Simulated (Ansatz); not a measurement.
# AlGa3Sb2: from a guess to a relaxed structure

Aim: relax a trial structure of AlGa3Sb2 and see where it ends.

Program: Ansatz 0.2.0. Level of theory: DFT PBE, scalar-relativistic, plane waves, PAW. These are calculated values, not measurements.

## 1. Starting point

It takes space group P6/mmm (No. 191, hexagonal). The conventional cell has a = 4.824 Å, b = 4.824 Å, c = 8.040 Å, α = 90.00°, β = 90.00°, γ = 120.00°. Around Al (site symmetry 6/mmm) lie 6 Ga at 2.41 Å and 2 Sb at 2.67 Å. Ga (site symmetry mmm) has 4 Ga at 2.41 Å and 2 Al at 2.41 Å as nearest neighbours. Around Sb (site symmetry 6mm) lie 1 Al at 2.67 Å and 1 Sb at 2.69 Å.

Structure file:

```
CELL_PARAMETERS angstrom
4.82389 0.00000 0.00000
-2.41195 4.17761 0.00000
0.00000 0.00000 8.03971
ATOMIC_POSITIONS crystal
Al 0.00000 0.00000 0.50000
Ga 0.50000 0.00000 0.50000
Ga 0.00000 0.50000 0.50000
Ga 0.50000 0.50000 0.50000
Sb 0.00000 0.00000 0.83242
Sb 0.00000 0.00000 0.16758
```

Recipe of the guess: random cell by space group and Wyckoff sites (P6/mmm, No. 191). Lengths come from tabulated atomic sizes and are only a guess.

## 2. Probe: one point on a coarse mesh

input.yaml

```yaml
crystal:
  lattice:
    - [4.82389249, 0.0, 0.0]
    - [-2.41194624, 4.17761344, 0.0]
    - [0.0, 0.0, 8.03971228]
  atoms:
    - { symbol: Al, position: [0.0, 0.0, 0.5] }
    - { symbol: Ga, position: [0.5, 0.0, 0.5] }
    - { symbol: Ga, position: [0.0, 0.5, 0.5] }
    - { symbol: Ga, position: [0.5, 0.5, 0.5] }
    - { symbol: Sb, position: [0.0, 0.0, 0.8324159] }
    - { symbol: Sb, position: [0.0, 0.0, 0.1675841] }
basis:
  ecutwfc: 420
kpoints:
  mp_grid: { grid: [6, 6, 2] }
hamiltonian:
  xc: pbe
scf:
  occupations: { method: gaussian, width: 0.1 }
  lower_state_search: "off"
output:
  forces: true
  stress: true
  eigenvalues: true
```

Command:

```
> ansatz run input.yaml --threads 1 --pin off --max-ram 2560MiB --backend cpu --events-out ev --progress --plain --runs-dir out
```

The log of the run, cut to the lines that bear on the results:

```text
Warning: RAYON_NUM_THREADS=1 ignored (pool sized by the plan → 1); use --threads N
[...]
Pseudopotentials: kind: paw
Pseudopotential: Al, paw, valence charge 3, recommended cutoff 420 eV (normal), Al.paw.azcp
Pseudopotential: Ga, paw, valence charge 13, recommended cutoff 420 eV (normal), Ga.paw.azcp
Pseudopotential: Sb, paw, valence charge 15, recommended cutoff 420 eV (normal), Sb.paw.azcp
Functional definition: PBE
[...]
Crystal: 6 atoms, lattice volume = 162.019 Å³
Basis set: ecut = 420 eV, 3147 PW (Γ), exchange–correlation on 72×72×108 points (8 copies of the dense FFT grid, shifted against one another)
Bands: 44, of which v1, the nominal top of the filled ones, is band 36 counted from 1 (35 counted from 0)
[...]
SCF converged after 8 iterations
Free energy (F): -24850.556749 eV
[...]
E sigma→0 (E₀):  -24850.546839 eV
Entropy (-TS):   -0.019820 eV (-3.303 meV/atom)
Fermi energy:    6.835489 eV
[...]
--- Forces (eV/Å), atoms counted from 1 ---
  atom   1  Al     0.00000000    -0.00000000     0.00000000
  atom   2  Ga    -0.00000000     0.00000000     0.00000000
  atom   3  Ga     0.00000000     0.00000000     0.00000000
  atom   4  Ga    -0.00000000     0.00000000     0.00000000
  atom   5  Sb     0.00000000     0.00000000     0.04212045
  atom   6  Sb     0.00000000     0.00000000    -0.04212045
[...]
--- Stress (GPa, compression-positive) ---
       17.152769       0.000000       0.000000
       -0.000000      17.152769       0.000000
        0.000000       0.000000       4.689366
  P = ⅓ Tr σ = 12.9983 GPa (129.983 kbar)
--- Band table (eV; the first three rows and the last of 14) ---
[...]
```

Wall time 14 s (1 thread of Intel Xeon at 2.50GHz (Skylake/Cascade Lake), shared host); peak memory 0.46 GiB.

From the probe: pressure 13.0 GPa, largest force 0.04 eV/Å, gap on this mesh none (metal). A guess like this is first relaxed loosely on the coarse mesh.

## 3. A loose first relaxation

input.yaml: that of step 2 with these lines changed.

```diff
@@ -25 +25,6 @@
   eigenvalues: true
+relax:
+  adjacent_minimum: "off"
+  f_tol: 0.04
+  max_steps: 70
+  cell: { stress_tol: 0.4 }
```

Command:

```
> ansatz run input.yaml --threads 1 --pin off --max-ram 2560MiB --backend cpu --events-out ev --progress --plain --runs-dir out
```

The log of the run:

```text
Warning: RAYON_NUM_THREADS=1 ignored (pool sized by the plan → 1); use --threads N
Engine: ansatz 0.2.0, x86_64-unknown-linux-gnu
Pseudopotentials: kind: paw
Pseudopotential: Al, paw, valence charge 3, recommended cutoff 420 eV (normal), Al.paw.azcp
Pseudopotential: Ga, paw, valence charge 13, recommended cutoff 420 eV (normal), Ga.paw.azcp
Pseudopotential: Sb, paw, valence charge 15, recommended cutoff 420 eV (normal), Sb.paw.azcp
Functional definition: PBE
  parameter kappa = 0.804
  parameter beta = 0.06672455060314922
  exchange = pbe_x(kappa = kappa, mu = beta*pi^2/3)
  correlation = pbe_c(beta = beta)
Crystal: 6 atoms, lattice volume = 162.019 Å³
Basis set: ecut = 420 eV, 3147 PW (Γ), exchange–correlation on 72×72×108 points (8 copies of the dense FFT grid, shifted against one another)
Bands: 44, of which v1, the nominal top of the filled ones, is band 36 counted from 1 (35 counted from 0)
Symmetry: 24 space group operations
Space group: P6/mmm (ITA 191), of the structure as read, at distance tolerance 5.5e-5 Å
k-points: 14 of 72
Non-local potential: Al, projectors of the file, l = 0: 2, l = 1: 2, l = 2: 1
Non-local potential: Ga, projectors of the file, l = 0: 2, l = 1: 2, l = 2: 3, l = 3: 1
Non-local potential: Sb, projectors of the file, l = 0: 2, l = 1: 2, l = 2: 2, l = 3: 2
PAW form: soft (Blöchl's): semilocal exchange-correlation on the pseudo side does not see the compensation charge
PAW one-centre angular grid: Al, 110 points (default); XC on 64 Gauss nodes
PAW one-centre angular grid: Ga, 590 points (default); XC on 64 Gauss nodes
PAW one-centre angular grid: Sb, 590 points (default); XC on 64 Gauss nodes
Initial density: superposition of atomic densities (neutral atoms: chi_scale 0, normalization atom), corrected by the library's trained network
Initial wavefunctions: pseudopotential atomic-orbital guess
Functional: x = pbe(κ = 0.804, μ = 0.2195149727645171), c = pbe(β = 0.06672455060314922)
SCF iter   1: F=—  HF=-24850.564578 eV  |F-HF|=—  |Δ(HF+E_count)|=         —  Δρ=3.14e-3  dr2=4.17e-2  ethr=1.77e-3  ⟨swp⟩=7.4  Hψ=2656  notcnv=0  defer=1
preconditioner: auto → LDOS  [metal: Δε(μ)=0.073 eV  Ē_g=13.822 eV  σ=0.100 eV  W_gap=0.39  n_scr=36 (ndim 8)  ℏωp=21.0 eV  f_vac=0.136  D(μ)=3.76/eV (n_scr^D=22)  β→1.0]
SCF iter   2: F=—  HF=-24850.559989 eV  |F-HF|=—  |Δ(HF+E_count)|=   4.59e-3  Δρ=2.25e-3  dr2=1.28e-2  ethr=5.79e-5  ⟨swp⟩=2.0  Hψ=1294  notcnv=0  defer=22
SCF iter   3: F=—  HF=-24850.557234 eV  |F-HF|=—  |Δ(HF+E_count)|=   2.76e-3  Δρ=8.06e-4  dr2=1.39e-3  ethr=1.78e-5  ⟨swp⟩=2.0  Hψ=1092  notcnv=0  defer=22
SCF iter   4: F=—  HF=-24850.556860 eV  |F-HF|=—  |Δ(HF+E_count)|=   3.74e-4  Δρ=3.44e-4  dr2=3.21e-4  ethr=1.93e-6  ⟨swp⟩=2.0  Hψ=1090  notcnv=0  defer=22
SCF iter   5: F=—  HF=-24850.556765 eV  |F-HF|=—  |Δ(HF+E_count)|=   9.48e-5  Δρ=1.11e-4  dr2=2.40e-5  ethr=4.46e-7  ⟨swp⟩=2.0  Hψ=951  notcnv=0  defer=22
SCF iter   6: F=—  HF=-24850.556748 eV  |F-HF|=—  |Δ(HF+E_count)|=   1.74e-5  Δρ=4.54e-5  dr2=2.99e-6  ethr=3.33e-8  ⟨swp⟩=2.0  Hψ=1092  notcnv=0  defer=22
SCF iter   7: F=—  HF=-24850.556749 eV  |F-HF|=—  |Δ(HF+E_count)|=   5.79e-7  Δρ=1.37e-5  dr2=3.36e-7  ethr=4.15e-9  ⟨swp⟩=2.0  Hψ=1092  notcnv=0  defer=22
SCF iter   8: F=-24850.556749 eV  HF=-24850.556749 eV  |F-HF|=1.05e-8  |Δ(HF+E_count)|=   2.56e-7  Δρ=3.37e-6  dr2=2.55e-8  ethr=1.39e-10  ⟨swp⟩=11.0  Hψ=2773  notcnv=0
SCF 1 converged in 8 iterations: F = -24850.556749 eV  dr2 = 2.55e-8
relax step   1: F+E_penalty+E_count = -24850.55674892 eV  Δ(F+E_penalty+E_count) = +0.000e0 eV  max|allowed force component| = 4.212e-2 eV/Å  Δτ_max = 0.0000 Å  P = +12.998 GPa  Ω = 162.019 Å³  (8 SCF iters, dr2 threshold 1.00e-7 eV, accepted)
Crystal: 6 atoms, lattice volume = 185.529 Å³
Basis set: ecut = 420 eV, 3693 PW (Γ), exchange–correlation on 72×72×108 points (8 copies of the dense FFT grid, shifted against one another)
Initial density: handed on by an earlier stage of this run
Initial wavefunctions: those handed on with the density
iter 1 solved again at ethr=1.54e-3 eV; its pass at ethr=3.10e-3 eV (dr2=1.11e0 eV) is discarded
SCF iter   1: F=—  HF=-24852.000792 eV  |F-HF|=—  |Δ(HF+E_count)|=         —  Δρ=8.68e-3  dr2=1.11e0  ethr=1.54e-3  ⟨swp⟩=1.0  Hψ=3435  notcnv=0
preconditioner: auto → LDOS  [metal: Δε(μ)=0.063 eV  Ē_g=13.211 eV  σ=0.100 eV  W_gap=0.34  n_scr=36 (ndim 8)  ℏωp=19.7 eV  f_vac=0.186  D(μ)=3.87/eV (n_scr^D=22)  β→1.0]
SCF iter   2: F=—  HF=-24851.849396 eV  |F-HF|=—  |Δ(HF+E_count)|=   1.51e-1  Δρ=5.41e-3  dr2=2.12e-1  ethr=1.54e-3  ⟨swp⟩=3.1  Hψ=925  notcnv=0  defer=1
SCF iter   3: F=—  HF=-24851.829724 eV  |F-HF|=—  |Δ(HF+E_count)|=   1.97e-2  Δρ=1.44e-3  dr2=1.58e-2  ethr=2.94e-4  ⟨swp⟩=2.2  Hψ=870  notcnv=0  defer=27
SCF iter   4: F=—  HF=-24851.828250 eV  |F-HF|=—  |Δ(HF+E_count)|=   1.47e-3  Δρ=8.94e-4  dr2=1.71e-3  ethr=2.19e-5  ⟨swp⟩=2.0  Hψ=1094  notcnv=0  defer=27
SCF iter   5: F=—  HF=-24851.827518 eV  |F-HF|=—  |Δ(HF+E_count)|=   7.33e-4  Δρ=3.24e-4  dr2=3.73e-4  ethr=2.38e-6  ⟨swp⟩=2.0  Hψ=1088  notcnv=0  defer=27
SCF iter   6: F=—  HF=-24851.827375 eV  |F-HF|=—  |Δ(HF+E_count)|=   1.43e-4  Δρ=9.65e-5  dr2=2.29e-5  ethr=5.18e-7  ⟨swp⟩=2.0  Hψ=927  notcnv=0  defer=27
SCF iter   7: F=—  HF=-24851.827379 eV  |F-HF|=—  |Δ(HF+E_count)|=   3.79e-6  Δρ=3.89e-5  dr2=3.37e-6  ethr=3.18e-8  ⟨swp⟩=2.0  Hψ=951  notcnv=0  defer=27
SCF iter   8: F=-24851.827377 eV  HF=-24851.827378 eV  |F-HF|=1.89e-7  |Δ(HF+E_count)|=   1.14e-6  Δρ=8.76e-6  dr2=3.37e-7  ethr=8.33e-10  ⟨swp⟩=11.5  Hψ=3244  notcnv=0
SCF 2 converged in 8 iterations: F = -24851.827377 eV  dr2 = 3.37e-7
relax step   2: F+E_penalty+E_count = -24851.82737742 eV  Δ(F+E_penalty+E_count) = -1.271e0 eV  max|allowed force component| = 1.285e-1 eV/Å  Δτ_max = 0.0013 Å  P = +4.355 GPa  Ω = 185.529 Å³  energy of the carried Pulay correction = -5.638e-3 eV  (8 SCF iters, dr2 threshold 6.00e-7 eV, accepted)
Crystal: 6 atoms, lattice volume = 198.358 Å³
Basis set: ecut = 420 eV, 3885 PW (Γ), exchange–correlation on 72×72×108 points (8 copies of the dense FFT grid, shifted against one another)
iter 1 solved again at ethr=1.66e-4 eV; its pass at ethr=3.10e-3 eV (dr2=1.19e-1 eV) is discarded
SCF iter   1: F=—  HF=-24852.320964 eV  |F-HF|=—  |Δ(HF+E_count)|=         —  Δρ=3.99e-3  dr2=1.20e-1  ethr=1.66e-4  ⟨swp⟩=1.6  Hψ=3556  notcnv=0
preconditioner: auto → LDOS  [metal: Δε(μ)=0.059 eV  Ē_g=13.043 eV  σ=0.100 eV  W_gap=0.32  n_scr=36 (ndim 8)  ℏωp=19.0 eV  f_vac=0.198  D(μ)=5.09/eV (n_scr^D=34)  β→1.0]
SCF iter   2: F=—  HF=-24852.300611 eV  |F-HF|=—  |Δ(HF+E_count)|=   2.04e-2  Δρ=2.33e-3  dr2=1.24e-2  ethr=1.66e-4  ⟨swp⟩=2.1  Hψ=1049  notcnv=0
SCF iter   3: F=—  HF=-24852.302282 eV  |F-HF|=—  |Δ(HF+E_count)|=   1.67e-3  Δρ=2.01e-3  dr2=7.46e-3  ethr=1.72e-5  ⟨swp⟩=3.2  Hψ=1243  notcnv=0
SCF iter   4: F=—  HF=-24852.297750 eV  |F-HF|=—  |Δ(HF+E_count)|=   4.53e-3  Δρ=6.76e-4  dr2=1.96e-3  ethr=1.04e-5  ⟨swp⟩=3.0  Hψ=1392  notcnv=0
SCF iter   5: F=—  HF=-24852.297483 eV  |F-HF|=—  |Δ(HF+E_count)|=   2.67e-4  Δρ=2.15e-4  dr2=1.77e-4  ethr=2.72e-6  ⟨swp⟩=2.0  Hψ=970  notcnv=0
SCF iter   6: F=—  HF=-24852.297344 eV  |F-HF|=—  |Δ(HF+E_count)|=   1.39e-4  Δρ=8.48e-5  dr2=1.59e-5  ethr=2.45e-7  ⟨swp⟩=2.0  Hψ=1128  notcnv=0
SCF iter   7: F=—  HF=-24852.297343 eV  |F-HF|=—  |Δ(HF+E_count)|=   3.79e-7  Δρ=2.29e-5  dr2=1.00e-6  ethr=2.21e-8  ⟨swp⟩=2.0  Hψ=1123  notcnv=0
SCF iter   8: F=-24852.297344 eV  HF=-24852.297344 eV  |F-HF|=2.55e-8  |Δ(HF+E_count)|=   5.77e-7  Δρ=6.58e-6  dr2=7.36e-8  ethr=8.33e-10  ⟨swp⟩=8.0  Hψ=2795  notcnv=0
SCF 3 converged in 8 iterations: F = -24852.297344 eV  dr2 = 7.36e-8
relax step   3: F+E_penalty+E_count = -24852.29734408 eV  Δ(F+E_penalty+E_count) = -4.700e-1 eV  max|allowed force component| = 7.674e-2 eV/Å  Δτ_max = 0.0133 Å  P = +1.571 GPa  Ω = 198.358 Å³  energy of the carried Pulay correction = -8.407e-3 eV  (8 SCF iters, dr2 threshold 6.00e-7 eV, accepted)
[... 12 lines left out ...]
relax step   4: F+E_penalty+E_count = -24852.50127531 eV  Δ(F+E_penalty+E_count) = -2.039e-1 eV  max|allowed force component| = 3.439e-1 eV/Å  Δτ_max = 0.0163 Å  P = +0.033 GPa  Ω = 206.683 Å³  energy of the carried Pulay correction = -1.010e-2 eV  (7 SCF iters, dr2 threshold 6.00e-7 eV, accepted)
[... 11 lines left out ...]
relax step   5: F+E_penalty+E_count = -24852.50691830 eV  Δ(F+E_penalty+E_count) = -5.643e-3 eV  max|allowed force component| = 4.101e-1 eV/Å  Δτ_max = 0.0484 Å  P = -0.179 GPa  Ω = 207.058 Å³  energy of the carried Pulay correction = -1.018e-2 eV  (6 SCF iters, dr2 threshold 6.00e-7 eV, accepted)
[... 9 lines left out ...]
relax step   6: F+E_penalty+E_count = -24852.52307024 eV  Δ(F+E_penalty+E_count) = -1.615e-2 eV  max|allowed force component| = 3.406e-2 eV/Å  Δτ_max = 0.0262 Å  P = -0.060 GPa  Ω = 206.580 Å³  energy of the carried Pulay correction = -1.008e-2 eV  (5 SCF iters, dr2 threshold 6.00e-7 eV, accepted)
[... 12 lines left out ...]
relax step   7: F+E_penalty+E_count = -24852.57855440 eV  Δ(F+E_penalty+E_count) = -5.548e-2 eV  max|allowed force component| = 3.172e-2 eV/Å  Δτ_max = 0.0000 Å  P = +0.436 GPa  Ω = 206.580 Å³  stress off target by 7.04e-1 GPa  SCF on the basis re-selected at this cell (its energy is not comparable with the rows above)  (7 SCF iters)
[... 11 lines left out ...]
relax step   8: F+E_penalty+E_count = -24852.58590221 eV  Δ(F+E_penalty+E_count) = -7.348e-3 eV  max|allowed force component| = 8.277e-2 eV/Å  Δτ_max = 0.0003 Å  P = +0.251 GPa  Ω = 208.583 Å³  energy of the carried Pulay correction = -3.663e-4 eV  (5 SCF iters, dr2 threshold 6.00e-7 eV, accepted)
[... 10 lines left out ...]
relax step   9: F+E_penalty+E_count = -24852.58696965 eV  Δ(F+E_penalty+E_count) = -1.067e-3 eV  max|allowed force component| = 1.867e-2 eV/Å  Δτ_max = 0.0028 Å  P = -0.048 GPa  Ω = 210.615 Å³  energy of the carried Pulay correction = -7.420e-4 eV  (5 SCF iters, dr2 threshold 4.28e-7 eV, accepted)
iter 1 solved again at ethr=5.74e-7 eV; its pass at ethr=3.10e-3 eV (dr2=4.13e-4 eV) is discarded
SCF iter   1: F=—  HF=-24852.578466 eV  |F-HF|=—  |Δ(HF+E_count)|=         —  Δρ=2.97e-4  dr2=6.32e-6  ethr=5.74e-7  ⟨swp⟩=3.2  Hψ=3861  notcnv=0
preconditioner: auto → LDOS  [insulator: Δε(μ)=0.190 eV  Ē_g=12.771 eV  σ=0.100 eV  W_gap=0.73  n_scr=40 (ndim 8)  ℏωp=18.5 eV  f_vac=0.216  D(μ)=1.56/eV (n_scr^D=2)  ε∞_Penn≈3.1  β→1.0]
SCF iter   2: F=—  HF=-24852.587723 eV  |F-HF|=—  |Δ(HF+E_count)|=   9.26e-3  Δρ=2.35e-5  dr2=3.50e-6  ethr=8.78e-9  ⟨swp⟩=3.0  Hψ=1050  notcnv=0
SCF iter   3: F=—  HF=-24852.587700 eV  |F-HF|=—  |Δ(HF+E_count)|=   2.28e-5  Δρ=1.62e-5  dr2=4.15e-7  ethr=4.87e-9  ⟨swp⟩=2.0  Hψ=984  notcnv=0
SCF iter   4: F=—  HF=-24852.587721 eV  |F-HF|=—  |Δ(HF+E_count)|=   2.08e-5  Δρ=1.05e-5  dr2=1.62e-7  ethr=5.77e-10  ⟨swp⟩=2.0  Hψ=984  notcnv=0
SCF iter   5: F=-24852.587722 eV  HF=-24852.587722 eV  |F-HF|=2.18e-10  |Δ(HF+E_count)|=   1.30e-6  Δρ=1.00e-6  dr2=1.75e-9  ethr=5.33e-12  ⟨swp⟩=5.4  Hψ=3011  notcnv=0
SCF 10 converged in 5 iterations: F = -24852.587722 eV  dr2 = 1.75e-9
relax step  10: F+E_penalty+E_count = -24852.58772220 eV  Δ(F+E_penalty+E_count) = -7.525e-4 eV  max|allowed force component| = 1.871e-2 eV/Å  Δτ_max = 0.0000 Å  P = -0.052 GPa  Ω = 210.615 Å³  stress off target by 1.35e-1 GPa  SCF on the basis re-selected at this cell (its energy is not comparable with the rows above)  (5 SCF iters)
basis re-selected at this cell: Δ(F+E_penalty+E_count) = -7.525e-4 eV, ΔP = -0.004 GPa vs the last step (what re-selecting the basis moved, of the pressure what is left beyond the Pulay correction that the steps carried, after the strain that the cell walked since its last selection, with what the two solves' SCF thresholds leave and, on support functions, any second-order correction that the steps lacked; it is no measure of the basis error at this ecutwfc). This SCF's stress stands 1.35e-1 GPa from its target on what of the cell is left free (relax.cell.stress_tol is 4.00e-1 GPa) and its largest allowed force component is 1.87e-2 eV/Å (relax.f_tol is 4.00e-2 eV/Å): within both
SCF converged after 5 iterations
Free energy (F): -24852.587722 eV
Harris-Foulkes:  -24852.587722 eV  (|F-HF|=2.18e-10)
Internal energy: -24852.579936 eV  (E = F + TS)
E sigma→0 (E₀):  -24852.583829 eV
Entropy (-TS):   -0.007786 eV (-1.298 meV/atom)
Fermi energy:    4.455296 eV
--- Per-component energies (eV) ---
  E_band       = -807.978169
  E_kinetic    = 776.439785
  E_local      = -12382.492485  (includes V_loc(G=0)·N_el)
  E_nonlocal   = 1999.984612
  E_hartree    = 5697.558236
  E_xc         = -520.879767
  E_vxc        = -390.306183  (∫ρ·V_xc dr)
  E_paw        = -15572.890750  (= ΣΔE_a)
  E_vpaw       = -2206.722202  (= ΣTr[D̂ρ^β])
  E_aug_tail   = -0.000343  (compensation charges beyond the density's cutoff)
  E_ewald      = -4850.299224
  E_smearing   = -0.007786  (= −TS)
  E_closure    = 0.000000  (closes the sum)
  Σ components = -24852.587722   (vs F -24852.587722, Δ=0.00e0)
--- Forces (eV/Å), atoms counted from 1 ---
  atom   1  Al     0.00000000    -0.00000000     0.00000000
  atom   2  Ga     0.00000000     0.00000000    -0.00000000
  atom   3  Ga     0.00000000     0.00000000     0.00000000
  atom   4  Ga     0.00000000     0.00000000    -0.00000000
  atom   5  Sb    -0.00000000     0.00000000     0.01871475
  atom   6  Sb     0.00000000     0.00000000    -0.01871475
  max |Σ_I F_I| component: 3.46e-26 eV/Å
--- Stress (GPa, compression-positive) ---
       -0.010684      -0.000000       0.000000
        0.000000      -0.010684      -0.000000
        0.000000      -0.000000      -0.134968
  P = ⅓ Tr σ = -0.0521 GPa (-0.521 kbar)
--- Band table (eV; the first three rows and the last of 14) ---
  k-point 0: bands = ["-24.7932", "-24.5955", "-24.5955", "-24.4861", "-24.4861", "-24.4727", "-24.4727", "-24.4712", "-24.4712", "-24.4297", "-10.7798", "-10.6889", "-10.6889", "-10.6450", "-10.6256", "-10.5663", "-10.5663", "-10.4602", "-10.4602", "-10.4563", "-10.4383", "-10.4383", "-10.3643", "-10.3643", "-10.2293", "-6.2694", "-4.5057", "-3.7547", "0.4337", "1.0974", "1.0974", "1.3057", "1.3057", "1.7508", "3.5165", "3.9276", "3.9276", "4.7013", "4.7013", "5.2112", "5.8822", "7.6025", "7.6025", "8.0147"]
  k-point 1: bands = ["-24.7924", "-24.5955", "-24.5955", "-24.4861", "-24.4861", "-24.4727", "-24.4727", "-24.4712", "-24.4712", "-24.4305", "-10.7797", "-10.6889", "-10.6889", "-10.6450", "-10.6256", "-10.5664", "-10.5664", "-10.4602", "-10.4602", "-10.4563", "-10.4383", "-10.4383", "-10.3643", "-10.3643", "-10.2293", "-5.8344", "-5.6136", "-2.6554", "0.1760", "1.2128", "1.2128", "1.3076", "1.3076", "1.7517", "2.5341", "3.1176", "3.1176", "4.5214", "5.9353", "5.9353", "7.4752", "7.4752", "8.4684", "9.4691"]
  k-point 2: bands = ["-24.7932", "-24.5955", "-24.5955", "-24.4861", "-24.4861", "-24.4727", "-24.4727", "-24.4712", "-24.4712", "-24.4296", "-10.7582", "-10.6818", "-10.6636", "-10.6349", "-10.6148", "-10.5652", "-10.5586", "-10.4699", "-10.4619", "-10.4615", "-10.4513", "-10.4403", "-10.3885", "-10.3671", "-10.2539", "-6.2013", "-4.4091", "-3.7227", "-0.7404", "0.2517", "0.3279", "1.9551", "2.3708", "3.2954", "3.4040", "3.8669", "3.9462", "4.5543", "4.6271", "5.4665", "6.1739", "7.3092", "7.9154", "8.4739"]
  k-point 13: bands = ["-24.7923", "-24.5955", "-24.5955", "-24.4861", "-24.4861", "-24.4727", "-24.4727", "-24.4712", "-24.4712", "-24.4305", "-10.6196", "-10.6196", "-10.6138", "-10.5649", "-10.5649", "-10.5460", "-10.5381", "-10.5381", "-10.5090", "-10.4895", "-10.4895", "-10.4632", "-10.4126", "-10.4126", "-10.3885", "-5.7530", "-4.5569", "-2.9803", "-2.9803", "-0.8256", "0.5199", "2.1892", "2.1892", "3.4995", "3.5658", "3.5658", "5.4380", "5.4380", "5.6789", "5.6789", "8.0361", "8.3513", "9.5316", "9.5316"]
--- Relaxed structure (8 steps of the walk, 8 accepted, 2 SCFs on fresh bases) ---
  F+E_penalty+E_count = -24852.58772220 eV   max|allowed force component| = 1.871e-2 eV/Å   (the final SCF, on the basis selected at the relaxed cell)
  cell:  # Å, volume = 210.6149 Å³
    - [5.550468270984105, -3.3215546246840635e-9, 0.0]
    - [-2.775234132615502, 4.806846527232501, 0.0]
    - [0.0, 0.0, 7.894038223979692]
  atoms:
    - { symbol: Al, position: [3.974284337545395e-34, 2.5531741214218242e-34, 0.49999999999999994] }
    - { symbol: Ga, position: [0.4999999999999999, 0.0, 0.49999999999999994] }
    - { symbol: Ga, position: [0.0, 0.4999999999999999, 0.49999999999999994] }
    - { symbol: Ga, position: [0.5, 0.5000000000000001, 0.49999999999999994] }
    - { symbol: Sb, position: [-5.885146729836072e-35, -6.835143255944222e-35, 0.8331036226984246] }
    - { symbol: Sb, position: [-5.433003606312226e-35, -2.9885743449317225e-34, 0.16689637730157533] }
```

Run time: 2.5 min. Hardware: 1 thread of Intel Xeon at 2.50GHz (Skylake/Cascade Lake), shared host; peak memory 0.53 GiB.

Relaxation path:

| step | energy from step 1 (eV/cell) | largest force component (eV/Å) | pressure (GPa) | volume (Å³) |
| --- | --- | --- | --- | --- |
| 1 | 0.0000 | 0.0421 | 13.00 | 162.02 |
| 2 | -1.2706 | 0.1285 | 4.35 | 185.53 |
| 3 | -1.7406 | 0.0767 | 1.57 | 198.36 |
| 4 | -1.9445 | 0.3439 | 0.03 | 206.68 |
| 5 | -1.9502 | 0.4101 | -0.18 | 207.06 |
| 6 | -1.9663 | 0.0341 | -0.06 | 206.58 |
| 7 | -2.0218 | 0.0317 | 0.44 | 206.58 |
| 8 | -2.0292 | 0.0828 | 0.25 | 208.58 |
| 9 | -2.0302 | 0.0187 | -0.05 | 210.61 |
| 10 | -2.0310 | 0.0187 | -0.05 | 210.61 |

Step 1 is the start. Steps 7, 10 each repeat the geometry before them on a plane-wave basis chosen anew, so the energy can jump there without any move.

|  | before | after | change |
| --- | --- | --- | --- |
| a (Å) | 4.824 | 5.550 | +15.1 % |
| b (Å) | 4.824 | 5.550 | +15.1 % |
| c (Å) | 8.040 | 7.894 | -1.8 % |
| volume (Å³/atom) | 27.00 | 35.10 | +30.0 % |
| shortest distance (Å) | 2.412 | 2.630 | +9.0 % |
| space group (0.01 Å) | P6/mmm | P6/mmm | same |

The run keeps the 24 symmetry operations of the start, so it could not have lowered the symmetry.

(Part 1 of 2 ends here.)
